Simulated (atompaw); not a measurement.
# Tungsten: generating and testing a PAW (atompaw) potential

Task: generate the file, and judge it by its logarithmic derivatives, its ghosts and its cutoff.

The numbers are computed with atompaw 4.2.0.5 (PBEsol, scalar-relativistic, spin-unpolarised reference atom).

## 1. The design

The settings as typed:

```
element                 : tungsten (W, Z = 74)
type                    : PAW
frozen core             : [Kr] 4d10
valence charge          : 28
reference configuration : 4f14 5s2 5p6 5d4 6s2 6p0
partial waves           : 5s (bound): rc 2.00 bohr; 6s (bound): rc 2.50 bohr; 5p (bound): rc 2.05 bohr; 6p (bound, empty): rc 2.50 bohr; 5d (bound): rc 2.50 bohr; 5d channel at 0.1 Ry: rc 2.50 bohr; 4f (bound): rc 1.20 bohr; 4f channel at -1.65 Ry: rc 1.20 bohr
local potential         : vpsmatchnc scheme with l = 4 at 0.5 Ry, radius 2.35 bohr
core correction         : smooth core density matched at 2.45 bohr
augmentation charge     : besselshape compensation charge, radius 2.15 bohr; PAW radius 2.50 bohr; waves and projectors: custom rrkj vanderbiltortho
```

The nodes and maxima of the atom's own shells, from an earlier all-electron run, set the scale for the radii.

All-electron outer shells of the reference configuration (PBEsol, scalar-relativistic, ld1.x):

```tsv
shell	level (eV)	outermost node (bohr)	outermost maximum (bohr)
4p	-423.29	0.24	0.44
4d	-238.27	0.22	0.45
5s	-79.11	0.53	0.96
5p	-43.22	0.57	1.09
4f	-33.24	–	0.43
6s	-5.75	1.28	2.64
5d	-4.51	0.63	1.49
6p	-1.33	1.54	3.70
```

## 2. The generation run

Input file W.input:

```
W 74
GGA-PBESOL scalarrelativistic loggrid 2001 logderivrange -8 5 326
6 6 5 4 0 0
6 1 0
5 2 4
0 0 0
c
c
c
c
v
v
c
c
c
v
v
c
c
v
v
3
2.50 2.15 2.35 2.45
n
n
y
0.1
n
y
-1.65
n
custom rrkj vanderbiltortho besselshape
4 0.5 vpsmatchnc
2.00
2.50
2.05
2.50
2.50
2.50
1.20
1.20
PWSCFOUT
UPFDX 0.0125d0 UPFXMIN -7.d0 UPFZMESH 74.d0
END
```

On the command line:

```sh
$ atompaw < W.input > W.log
```

Before running it: what results should come out? Wanted: cutoffs for 10 and 1 mRy, occupied levels; bound ghosts; largest phase difference near zero energy, channels read; lowest eigenvalue of the overlap; share of valence orbitals outside the PAW sphere; UPF file.

**Answer**, as computed:

| quantity | value |
| --- | --- |
| cutoffs for 10 and 1 mRy, occupied levels | 140 Ry and 230 Ry |
| bound ghosts | none found |
| largest phase difference near zero energy, channels read | 0.108 rad |
| lowest eigenvalue of the overlap (Bessel basis) | 0.372 (s) |
| share of valence orbitals outside the PAW sphere | 5s 0 %, 6s 70 %, 5p 1 %, 6p 92 %, 5d 26 %, 4f 0 % |
| UPF file | written |

**Reading.** By its cutoff, 140 Ry for the looser tolerance, it is very hard. The slowest level is 4f: taken alone it needs 140 Ry to come within 1 mRy, against 21 Ry for 5p. It is free of bound ghosts as far as tested. Near zero energy the largest phase difference among the channels read is 0.11 rad, in the p channel. In the s channel the atom's pole at 2.67 Ry sits lower, at 1.82 Ry, in the pseudo curve.
